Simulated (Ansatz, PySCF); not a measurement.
# Er(OH)3 in two programs

Er(OH)3 (singlet in the valence; each metal's 4f electrons, 11 of them, lie in its core potential, out of spins and levels), relaxed with PySCF 2.14.0, RKS PBE, Er lcecp-1-SVP with ECP57, O def2-SVP, H def2-SVP; non-relativistic Hamiltonian with scalar-relativistic core potentials where named; density fitting; no spin-orbit coupling:

```xyz
7

Er    0.0000    0.0000    0.1171
O     2.0315    0.0000    0.1399
H     2.9968    0.0000    0.1597
O    -1.0157    1.7593    0.1399
H    -1.4984    2.5953    0.1597
O    -1.0157   -1.7593    0.1399
H    -1.4984   -2.5953    0.1597
```

There the HOMO–LUMO gap is 3.88 eV. The 4f levels lie in the core potential and are missing.

The same geometry by Ansatz 0.2.0 (PBE, PAW with the 4f shell of lanthanides and the 5f shell of actinides in the valence, a periodic box with 9 Å of vacuum; gaps over both spins; site moments in spheres, but by Gaussian weights under spin-orbit coupling, so that the two can't be compared; unpaired electrons at the start: 3, along z under spin-orbit coupling; the open shells may stand above their lowest state):

| spin-orbit coupling | U on f (eV) | gap (eV) | spin moment on Er1 (μB) | orbital moment of its f shell (μB) | largest force component (eV/Å) |
| --- | --- | --- | --- | --- | --- |
| without | 0 | 1.14 | 2.80 | – | 0.17 |
| without | 5 | 3.04 | 2.91 | – | 0.21 |

Question: What does the run with spin-orbit coupling and with U = 0 eV give?

Answer: gap (eV): 0.88, spin moment on Er1 (μB): 2.45, orbital moment of its f shell (μB): 2.43, largest force component (eV/Å): 0.16. It took 2.3 min on 2 threads of Arm Neoverse V1 (shared host), peak memory 2.7 GiB.

Semilocal functionals tend to give orbital moments well under those of Hund's rules.

Without U the plane-wave gap ends on 4f levels, which the Gaussian run lacks; U moves filled and empty 4f levels apart, though the lowest empty ones can remain 4f.

The spin-orbit runs use fully relativistic datasets of their own, so changes of a few hundredths of an eV needn't come from the coupling.

An lcecp potential fixes the number of 4f electrons, so in runs with it no electron can move into or out of that shell.
